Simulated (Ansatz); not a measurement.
# CH3ClF2SeZr: ionisation energy by level of theory

The task here is to estimate one member of a computed series from the others.

Method: unrestricted cation, the program's frozen cores in correlated methods; program: Ansatz 0.2.0, Gaussian basis.

The runs, in order: UKS PBE-D4/def2-TZVPP; UKS r2SCAN-D4/def2-TZVPP; UKS PBE0-D4/def2-TZVPP; UKS B3LYP-D4/def2-TZVPP; UKS wB97X-V/def2-TZVPP; UKS wB97M-V/def2-TZVPP; UKS B2PLYP/def2-TZVPP; UHF-CCSD(T)/def2-TZVPP; UHF-MP2/def2-QZVPP; extrapolation to the limit; then −ε(HOMO) from the neutral's earlier runs with LDA (SPW92), PBE-D4, revPBE-D4, BLYP-D4, r2SCAN-D4, B97M-V, PBE0-D4, B3LYP-D4, r2SCANh-D4, r2SCAN0-D4, HSE06-D4, BHLYP-D4, CAM-B3LYP-D4, LC-ωPBE, ωB97X-V, ωB97M-V.

1 further run of the same task is left out (for a known fault of the program).

### The relaxed structure

An earlier PBE0-D4 in a triple-zeta def2 set relaxation fixed the geometry. Zr takes the def2 core potential; no spin-orbit term is included.

SMILES `C[Se][Zr]([F])([F])[Cl]`, 9 atoms, charge 0, spin multiplicity 1.

Atoms are counted from 1 here; the program's logs count them from 0.

Bond lengths: C1–Se2 1.974 Å, C1–H7 1.087 Å, C1–H8 1.095 Å, C1–H9 1.087 Å, Se2–Zr3 2.534 Å, Zr3–F4 1.894 Å, Zr3–F5 1.885 Å, Zr3–Cl6 2.346 Å. Angles: Se2–C1–H7 108.0°, Se2–C1–H8 113.6°, Se2–C1–H9 107.8°, H7–C1–H8 108.4°, H7–C1–H9 111.2°, H8–C1–H9 108.1°, C1–Se2–Zr3 86.2°, Se2–Zr3–F4 108.0°, Se2–Zr3–F5 108.6°, Se2–Zr3–Cl6 108.8°, F4–Zr3–F5 111.4°, F4–Zr3–Cl6 108.5°, F5–Zr3–Cl6 111.4°.

The first run:

The input, in.yaml:

```yaml
crystal:
  periodic: [false, false, false]
  atoms:
    - {symbol: C, position_ang: [-0.059997, -1.176267, 1.061952]}
    - {symbol: Se, position_ang: [1.569392, -0.106840, 0.746637]}
    - {symbol: Zr, position_ang: [0.230547, 1.101861, -1.032752]}
    - {symbol: F, position_ang: [-0.454545, -0.194070, -2.231996]}
    - {symbol: F, position_ang: [1.364765, 2.322412, -1.914623]}
    - {symbol: Cl, position_ang: [-1.573711, 2.197382, -0.010016]}
    - {symbol: H, position_ang: [-0.401571, -0.976319, 2.074414]}
    - {symbol: H, position_ang: [-0.876269, -0.944179, 0.370562]}
    - {symbol: H, position_ang: [0.201399, -2.223992, 0.935812]}
basis:
  gaussian: {orbitals: def2-TZVPP}
total_charge: 1
magnetization: {spin_polarized: true, initial_magnetization: 1}
hamiltonian: {xc: pbe, dispersion: d4}
```

Command:

```sh
$ ansatz run in.yaml --threads 2 --pin off --events-out ev --progress --plain --max-ram 22528MiB --backend cuda --devices 0, --max-vram 18GiB
```

Among the steps run: Cation, UKS PBE-D4/def2-TZVPP; Cation, UKS r2SCAN-D4/def2-TZVPP; Cation, UKS PBE0-D4/def2-TZVPP; Cation, UKS B3LYP-D4/def2-TZVPP; Cation, UKS wB97X-V/def2-TZVPP; Cation, UKS wB97M-V/def2-TZVPP; Cation, UKS B2PLYP (frozen core)/def2-TZVPP; Cation, UHF-CCSD(T)/def2-TZVPP; Cation, UHF-MP2/def2-QZVPP.

One of the session's tables, all rows but one given; the rest of the session is left out.

For comparison, −ε(HOMO) of the neutral from earlier runs:

| functional | −ε(HOMO) (eV) |
| --- | --- |
| LDA (SPW92) | 6.39 |
| PBE-D4 | 6.22 |
| revPBE-D4 | 6.16 |
| BLYP-D4 | ? |
| r2SCAN-D4 | 6.48 |
| B97M-V | 6.52 |
| PBE0-D4 | 7.34 |
| B3LYP-D4 | 7.11 |
| r2SCANh-D4 | 6.90 |
| r2SCAN0-D4 | 7.51 |
| HSE06-D4 | 6.95 |
| BHLYP-D4 | 8.30 |
| CAM-B3LYP-D4 | 8.57 |
| LC-ωPBE | 9.86 |
| ωB97X-V | 9.54 |
| ωB97M-V | 9.41 |

**Question.** Estimate the row for BLYP-D4.

Worked estimate for «−ε(HOMO) (eV)». Against the share of exact exchange, B3LYP-D4 (0.2, 7.11), BHLYP-D4 (0.5, 8.30) give a slope of 3.97 per unit share; at 0 the line stands at 6.32.

As computed: −ε(HOMO) (eV): 6.06. In «−ε(HOMO) (eV)» the line misses by +0.26.
